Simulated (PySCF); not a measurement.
# [TaO2]-: relaxation and vibrations of the singlet

Where does singlet [TaO2]- go from a bent start, is the end point a minimum, and what are its modes, charges and moments?

The runs use PySCF 2.14.0; PBE0, basis Ta def2-TZVPD with ECP60, O def2-TZVPD, scalar-relativistic core potentials, no spin–orbit coupling, density fitting.

### Step 1. Starting geometry

3 atoms, charge -1, spin multiplicity 1.

Bond lengths: Ta1–O2 1.830 Å, Ta1–O3 1.830 Å. Angles: O2–Ta1–O3 110.0°.

```xyz
3
charge -1 multiplicity 1
Ta    0.0000    0.0000   -0.1577
O     1.4990    0.0000    0.8919
O    -1.4990    0.0000    0.8919
```

### Step 2. Relaxation: bent start, singlet

One driver script runs all steps and calls PySCF; scf.py shows how it sets up the SCF of each step. The optimiser is the driver's own. Before each start the driver seeks the lowest SCF state from one or more starting densities and follows internal instabilities, so scf.py alone need not reach the same state.

The program finds C2v symmetry in the start, which this walk keeps. The walk stops when the largest gradient is under 0.0003 Eh/bohr and the energy has settled too.

The input, scf.py:

```python
from pyscf import gto, scf, dft
mol = gto.M(atom='''
Ta     0.000000     0.000000    -0.157682
O      1.499000    -0.000000     0.891918
O     -1.499000     0.000000     0.891918''',
    basis={'Ta': 'def2-TZVPD', 'O': 'def2-TZVPD'},
    ecp={'Ta': 'def2-TZVPD'},
    charge=-1, spin=0)
mf = dft.RKS(mol, xc='PBE0')
mf.grids.atom_grid = (50, 194)
aux = {'Ta': 'def2-universal-JKFIT', 'O': 'def2-universal-JKFIT'}
mf = mf.density_fit(auxbasis=aux)
mf.kernel()
```

Steps of the walk:

```
step  energy (Eh)  change (kJ/mol)  largest symmetric gradient (Eh/bohr)
   0  -207.462986             0.00                               0.08054
   1  -207.473768           -28.31                               0.02641
   2  -207.474690           -30.73                               0.00327
   3  -207.474717           -30.80                               0.00018
   4  -207.474717           -30.80                               0.00002
```

The walk ran for 6 s (4 threads, shared host).

Geometry (Å) and forces (eV/Å) at some steps:

```
step 0
Ta   0.000   0.000  -0.158   0.000   0.000   4.141
O    1.499   0.000   0.892  -2.869   0.000  -2.071
O   -1.499   0.000   0.892   2.869   0.000  -2.071
step 1
Ta   0.000   0.000  -0.106   0.000   0.000  -1.358
O    1.437   0.000   0.866   0.440   0.000   0.679
O   -1.437   0.000   0.866  -0.440   0.000   0.679
step 2
Ta   0.000   0.000  -0.139   0.000   0.000   0.168
O    1.419   0.000   0.883  -0.149   0.000  -0.084
O   -1.419   0.000   0.883   0.149   0.000  -0.084
step 3
Ta   0.000   0.000  -0.141   0.000   0.000   0.009
O    1.413   0.000   0.884  -0.003   0.000  -0.005
O   -1.413   0.000   0.884   0.003   0.000  -0.005
step 4
Ta   0.000   0.000  -0.141   0.000   0.000  -0.001
O    1.413   0.000   0.883   0.000   0.000   0.000
O   -1.413   0.000   0.883   0.000   0.000   0.000
```

End point (C2v, 4 steps, 30.8 kJ/mol gained): Ta–O 1.745 Å (×2); O–Ta–O 108.1°.

### Step 3. Is it a minimum? Harmonic modes

The point is checked on the finer grid, and tightened if its gradient asks for it. The Hessian and the dipole derivatives come from central differences of analytic gradients, with steps of 0.01 bohr.

Changes to scf.py since step 2:

```diff
@@ -3,3 +3,3 @@
-Ta     0.000000     0.000000    -0.157682
-O      1.499000    -0.000000     0.891918
-O     -1.499000     0.000000     0.891918''',
+Ta    -0.000000    -0.000000    -0.153891
+O      1.413249    -0.000000     0.870470
+O     -1.413249     0.000000     0.870470''',
@@ -10 +10 @@
-mf.grids.atom_grid = (50, 194)
+mf.grids.atom_grid = (75, 302)
```

This SCF starts from the last density.

SCF at the final geometry:

```text
init E= -207.474842746128
  HOMO = -0.0182488103850957  LUMO = 0.0948742154286445  gap/eV = 3.07823
cycle= 1 E= -207.474842739947  delta_E= 6.18e-09  |g|= 0.00019  |ddm|= 0.000192
  HOMO = -0.0182680485447015  LUMO = 0.0948571135703218  gap/eV = 3.07829
cycle= 2 E= -207.474842681875  delta_E= 5.81e-08  |g|= 0.000579  |ddm|= 0.000645
  HOMO = -0.01825265788435  LUMO = 0.094870866585774  gap/eV = 3.07825
cycle= 3 E= -207.474842746867  delta_E= -6.5e-08  |g|= 4.87e-06  |ddm|= 0.000505
  HOMO = -0.0182531366216203  LUMO = 0.0948704012846117  gap/eV = 3.07825
cycle= 4 E= -207.474842746876  delta_E= -8.92e-12  |g|= 2.19e-07  |ddm|= 1.29e-05
  HOMO = -0.0182531713594791  LUMO = 0.0948703708439688  gap/eV = 3.07825
Extra cycle  E= -207.474842746875  delta_E= 1.14e-13  |g|= 4.06e-07  |ddm|= 9.38e-07
converged SCF energy = -207.474842746875
```

The whole step took 13 s.

Geometry: C2v; Ta–O 1.745 Å (×2); O–Ta–O 108.1°.

Modes, for the most abundant isotopes:

| symmetry | ω (cm⁻¹) | IR (km/mol) |
| --- | --- | --- |
| a1 | 309 | 3.2 |
| b2 | 905 | 227 |
| a1 | 977 | 126 |

No imaginary mode, so this is a minimum.

Constants and moments:

```yaml
Dipole_moment_about_the_centre_of_mass: 2.09 D
Highest_occupied_level: -0.50 eV
Lowest_empty_level: 2.58 eV
Rotational_constants: 0.591, 0.2638, 0.1824 cm⁻¹
Zero-point_energy: 13.1 kJ/mol
Principal_polarisabilities: 103.1, 116.5, 132.2 bohr³
Principal_traceless_quadrupole_moments_about_the_centre_of_mass: -6.11, -0.65, 6.76 D Å
Entropy_at_298.15_K_and_1_bar: 275.2 J/(mol K)
Heat_capacity_Cp_at_298.15_K: 43.9 J/(mol K)
Enthalpy_at_298.15_K_above_0_K: 11.23 kJ/mol
Rotational_symmetry_number: 2
```

Charges (e) and bond orders:

| atom | Mulliken | Löwdin | polar tensor | Mayer order to Ta1 |
| --- | --- | --- | --- | --- |
| Ta1 | -0.08 | 0.68 | 0.52 | – |
| O2,3 | -0.46 | -0.84 | -0.76 | 1.42 |

Outer orbital energies (eV). occupied: -19.12, -5.31, -4.98, -4.48, -4.14, -4.08, -2.94, -0.50; empty: 2.58, 2.69, 3.69, 4.26.

Mulliken populations on Ta1 (outside its core potential): s 4.08, p 6.27, d 2.62, f 0.11.

### Step 4. Stability of the closed shell

At the lowest minimum the closed shell is tested against spin polarisation, on the (50, 194) grid. It is unstable: an open-shell solution lies lower. That solution was not followed to a minimum here.

### Step 5. What came out

```
                            quantity                                                            value
                             minimum  singlet, C2v (closed shell, unstable towards spin polarisation)
                            geometry                                 Ta–O 1.745 Å (×2); O–Ta–O 108.1°
                  wavenumbers (cm⁻¹)                                     309 (a1), 905 (b2), 977 (a1)
      dipole moment (centre of mass)                                                           2.09 D
highest occupied, lowest empty level                                                   -0.50, 2.58 eV
          polar-tensor charge of Ta1                                                          +0.52 e
                   zero-point energy                                                      13.1 kJ/mol
```

**Reading.** The molecule stays C2v, as typed, and the end point is a minimum. The strongest infrared band lies at 905 cm⁻¹ (b2, stretch). Other starts or spin states, not run here, may lie lower. The closed shell proved unstable towards spin polarisation, so a lower open-shell solution exists. Spin–orbit coupling, left out here, can matter for elements this heavy.

The search up to here took 24 s.
